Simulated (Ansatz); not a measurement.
# RuS3: the cost of one run

Method: DFT r2SCAN, scalar-relativistic, plane waves, PAW, in Ansatz 0.2.0.

**1. The structure to begin with**

Symmetry: Pm-3m, No. 221, cubic system. The conventional cell has a = 4.205 Å, b = 4.205 Å, c = 4.205 Å, α = 90.00°, β = 90.00°, γ = 90.00°. Ru (site symmetry m-3m) has 12 S at 2.97 Å as nearest neighbours. S (site symmetry 4/mmm) is surrounded by 4 Ru at 2.97 Å and 8 S at 2.97 Å.

As a file:

```cif
data_structure
_symmetry_space_group_name_H-M 'Pm-3m'
_symmetry_Int_Tables_number 221
_cell_length_a 4.2054
_cell_length_b 4.2054
_cell_length_c 4.2054
_cell_angle_alpha 90.000
_cell_angle_beta 90.000
_cell_angle_gamma 90.000
_cell_volume 74.38
loop_
_atom_site_label
_atom_site_type_symbol
_atom_site_symmetry_multiplicity
_atom_site_Wyckoff_symbol
_atom_site_fract_x
_atom_site_fract_y
_atom_site_fract_z
_atom_site_occupancy
Ru1 Ru 1 a 0.00000 0.00000 0.00000 1
S1 S 3 c 0.00000 0.50000 0.50000 1
```

(A quick probe on a coarse mesh, which set the mesh and smearing, is not shown.)

**3. Rough relaxation on the coarse mesh**

File input.yaml:

```yaml
crystal:
  lattice:
    - [4.2054450665, 0.0, 0.0]
    - [0.0, 4.2054450665, 0.0]
    - [0.0, 0.0, 4.2054450665]
  atoms:
    - { symbol: Ru, position: [0.0, 0.0, 0.0], spin: 2.27 }
    - { symbol: S, position: [0.0, 0.5, 0.5] }
    - { symbol: S, position: [0.5, 0.0, 0.5] }
    - { symbol: S, position: [0.5, 0.5, 0.0] }
basis:
  ecutwfc: 500
kpoints:
  mp_grid: { grid: [4, 4, 4] }
hamiltonian:
  xc: r2scan
scf:
  occupations: { method: gaussian, width: 0.1 }
  lower_state_search: "off"
output:
  forces: true
  stress: true
  eigenvalues: true
  populations: true
magnetization:
  spin_polarized: true
relax:
  adjacent_minimum: "off"
  f_tol: 0.04
  max_steps: 70
  cell: { stress_tol: 0.4 }
```

On the command line:

```bash
$ ansatz run input.yaml --threads 1 --pin off --max-ram 2560MiB --backend cpu --events-out ev --progress --plain --runs-dir out
```

Q: Estimate wall time and peak memory on 1 thread of Arm Neoverse V1, shared host.

About 90 s, with a peak of 0.5 GiB.
